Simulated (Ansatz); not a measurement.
This was printed by a script on the Python package of Ansatz (0.2.0), for a geometry optimisation of BH6NO2Si, SMILES NB(O)O[SiH3]. What did the script look like? Use: Hartree-Fock, def2-SVP basis, multiplicity 1.

```yaml
atoms:
  - { symbol: N, position_ang: [1.2061, 1.2778, -0.6614] }
  - { symbol: B, position_ang: [-0.1927, 0.8750, -0.1170] }
  - { symbol: O, position_ang: [-0.8290, 1.6187, 0.9749] }
  - { symbol: O, position_ang: [-0.8353, -0.2308, -0.7314] }
  - { symbol: Si, position_ang: [-0.4215, -1.6531, 0.1235] }
  - { symbol: H, position_ang: [1.4144, 0.6843, -1.4475] }
  - { symbol: H, position_ang: [1.8875, 1.1880, 0.0910] }
  - { symbol: H, position_ang: [-1.2900, 2.3458, 0.5447] }
  - { symbol: H, position_ang: [1.0342, -1.8251, 0.0600] }
  - { symbol: H, position_ang: [-0.7914, -1.5177, 1.5837] }
  - { symbol: H, position_ang: [-1.1168, -2.8198, -0.3999] }
```

```console
$ python opt_bh6no2si.py
reference energy    -14183.017775 eV
total energy        -14183.017775 eV
occupied (up, down): [24, 24]  virtual: [80, 80]  frozen: 0
bond        before    after (A)
N0-B1        1.5541   1.4113
N0-H5        1.0068   0.9978
N0-H6        1.0191   0.9967
B1-O2        1.4664   1.3665
B1-O3        1.4189   1.3635
O2-H7        0.9624   0.9420
O3-Si4       1.7103   1.6510
Si4-H8       1.4672   1.4778
Si4-H9       1.5124   1.4795
Si4-H10      1.4555   1.4795
angle B1-N0-H5: 120.83 deg
angle B1-N0-H6: 124.91 deg
angle H5-N0-H6: 114.26 deg
angle N0-B1-O2: 123.16 deg
angle N0-B1-O3: 119.30 deg
angle O2-B1-O3: 117.54 deg
angle B1-O2-H7: 116.14 deg
angle B1-O3-Si4: 134.04 deg
```

The script that was run (others could print the same):

Script `opt_bh6no2si.py`:
```python
import ansatz as az
import numpy as np

GEOMETRY = """
N     1.20610    1.27780   -0.66140
B    -0.19270    0.87500   -0.11700
O    -0.82900    1.61870    0.97490
O    -0.83530   -0.23080   -0.73140
Si   -0.42150   -1.65310    0.12350
H     1.41440    0.68430   -1.44750
H     1.88750    1.18800    0.09100
H    -1.29000    2.34580    0.54470
H     1.03420   -1.82510    0.06000
H    -0.79140   -1.51770    1.58370
H    -1.11680   -2.81980   -0.39990
"""


def main() -> None:
    system = az.Crystal.molecule()
    for line in GEOMETRY.strip().splitlines():
        symbol, *xyz = line.split()
        system = system.atom(symbol, [float(v) for v in xyz])

    calc = (
        system.calculation()
        .basis(gaussian="def2-SVP")
        .functional("HF")
    )
    symbols = [site.symbol for site in system.cartesian_sites]
    start = np.array([site.position_ang for site in system.cartesian_sites], dtype=float)
    report = calc.relax(force_tolerance=0.005).run(threads=1, backend="cpu").report
    end = np.array(report["positions_ang"])

    print("reference energy %16.6f eV" % report["reference_energy_ev"])
    print("total energy     %16.6f eV" % report["free_energy_ev"])
    print("occupied (up, down):", report["n_occupied"], " virtual:", report["n_virtual"], " frozen:", report["n_frozen"])

    print("bond        before    after (A)")
    for i, j in [(0, 1), (0, 5), (0, 6), (1, 2), (1, 3), (2, 7), (3, 4), (4, 8), (4, 9), (4, 10)]:
        d0, d1 = (np.linalg.norm(xyz[i] - xyz[j]) for xyz in (start, end))
        print(f"{symbols[i]}{i}-{symbols[j]}{j}".ljust(10), f"{d0:8.4f} {d1:8.4f}")
    for i, j, k in [(1, 0, 5), (1, 0, 6), (5, 0, 6), (0, 1, 2), (0, 1, 3), (2, 1, 3), (1, 2, 7), (1, 3, 4)]:
        u, v = end[i] - end[j], end[k] - end[j]
        print(f"angle {symbols[i]}{i}-{symbols[j]}{j}-{symbols[k]}{k}: {np.degrees(np.arccos(np.clip(u @ v / np.linalg.norm(u) / np.linalg.norm(v), -1, 1))):.2f} deg")


if __name__ == "__main__":
    main()
```

Reading the output:
- Total energies depend on the basis set; only differences at equal settings carry meaning.
- The end point is the stationary point reached from this start; no frequency run checks that it is a minimum, and the basis set is modest.
- Wall time of the script: 66 s on 1 thread of Arm Neoverse V2, with other jobs on the host, peak memory 0.27 GiB.

(Lines on the test bed's own set-up are left out of the output.)
